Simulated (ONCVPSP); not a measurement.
**An ONCV potential for Co, from input to tests**

Do these settings give a usable potential? It is generated, then checked for transferability, scattering, ghosts and hardness.

Method: ONCVPSP 4.0.1.1 (patched build), PBEsol, scalar-relativistic.

## Step 1: The atom and the settings

The settings as typed:

```json
{
  "element": "cobalt (Co, Z = 27)",
  "type": "optimised norm-conserving Vanderbilt (ONCV)",
  "frozen core": "[Ne] 3s2",
  "valence charge": "15",
  "reference configuration": "3p6 3d7 4s2",
  "partial waves": "4s: rc 2.60 bohr, ncon 5, nbas 9, qcut 2.3 1/bohr, 2 projectors, debl 0.6 Ha; 3p: rc 0.80 bohr, ncon 4, nbas 8, qcut 8.6 1/bohr, 2 projectors, debl 2.2 Ha; 3d: rc 0.80 bohr, ncon 4, nbas 8, qcut 13.7 1/bohr, 1 projector",
  "local potential": "polynomial inside 0.80 bohr (lpopt 5, dvloc0 1 Ha)",
  "core correction": "Teter function, fcfact 5.25, rcfact 1.2"
}
```

The outer shells as boxes (Hund's rule for the drawing; the calculation is spin-unpolarised):

```
[Ne] core
3s [↑↓]
3p [↑↓][↑↓][↑↓]
3d [↑↓][↑↓][↑ ][↑ ][↑ ]
4s [↑↓]
```

An earlier all-electron run gives the scale for the radii.

All-electron outer shells of the reference configuration (PBEsol, scalar-relativistic, ld1.x):

```
shell  level (eV)  outermost node (bohr)  outermost maximum (bohr)
   3s     -102.14                   0.31                      0.66
   3p      -65.51                   0.28                      0.68
   3d       -8.23                      –                      0.66
   4s       -5.49                   0.96                      2.32
   4p       -1.25                   1.05                      3.21
```

## Step 2: Generating the potential

Co.dat reads:

```
# ATOM AND REFERENCE CONFIGURATION
# atsym  z   nc   nv     iexc    psfile
  Co 27.00    4    3  -116133      upf
#
#   n    l    f
    1    0    2.00
    2    0    2.00
    2    1    6.00
    3    0    2.00
    3    1    6.00
    3    2    7.00
    4    0    2.00
#
# PSEUDOPOTENTIAL AND OPTIMIZATION
# lmax
    2
#
#   l,   rc,      ep,       ncon, nbas, qcut
    0    2.60    0.00    5    9    2.30
    1    0.80    0.00    4    8    8.60
    2    0.80    0.00    4    8   13.70
#
# LOCAL POTENTIAL
# lloc, lpopt,  rc(5),   dvloc0
    4    5    0.80    1.00
#
# VANDERBILT-KLEINMAN-BYLANDER PROJECTORs
# l, nproj, debl
    0    2    0.60
    1    2    2.20
    2    1    2.20
#
# MODEL CORE CHARGE
# icmod, fcfact, rcfact
    3    5.25    1.20
#
# LOG DERIVATIVE ANALYSIS
# epsh1, epsh2, depsh
   -4.00    5.00    0.02
#
# OUTPUT GRID
# rlmax, drl
    6.00    0.01
#
# TEST CONFIGURATIONS
# ncnf
    4
# nvcnf
#   n    l    f
    3
    3    1    6.00
    3    2    7.00
    4    0    1.00
#
    3
    3    1    6.00
    3    2    7.00
    4    0    0.00
#
    3
    3    1    6.00
    3    2    6.00
    4    0    0.00
#
    4
    3    1    6.00
    3    2    6.00
    4    0    2.00
    4    1    1.00
#
```

Launch:

```bash
oncvpsp.x < Co.dat > Co.out
```

**Question.** What will these runs give? Wanted: cutoffs for 1 and 0.1 mHa per electron, occupied waves; bound ghosts; GHOST(+) flags; largest test error; largest phase difference near zero energy, channels read; rms error of d²Exc/dn², without and with the model core; projector energies reset by the program.

As calculated:

```
                                                quantity                     value
  cutoffs for 1 and 0.1 mHa per electron, occupied waves         169 Ha and 359 Ha
                                            bound ghosts           s at -153.58 eV
                                          GHOST(+) flags        none at low energy
                            largest test error (AE − PS)  -51 meV, for 3p6 3d6 4s0
largest phase difference near zero energy, channels read                 0.001 rad
 rms error of d²Exc/dn², without and with the model core         4.22 and 3.31 mHa
                 projector energies reset by the program       p: -2.407, 0.250 Ha
```

It has a bound ghost (s), a state that the atom doesn't have, and that rules the file out. By total energies transferability is fair: the largest error is 51 meV on 61.6 eV, for 3p6 3d6 4s0. That test lies far up in energy; among those under 40 eV, nearer to bonding, the largest error is 44 meV. The potential is very hard: the looser tolerance needs 169 Ha. At the looser tolerance the 3d wave is the slowest; 3p needs 64 Ha. Near zero energy the phases of the channels with partial waves agree within 0.001 rad. All of this concerns the isolated atom, not yet a solid.
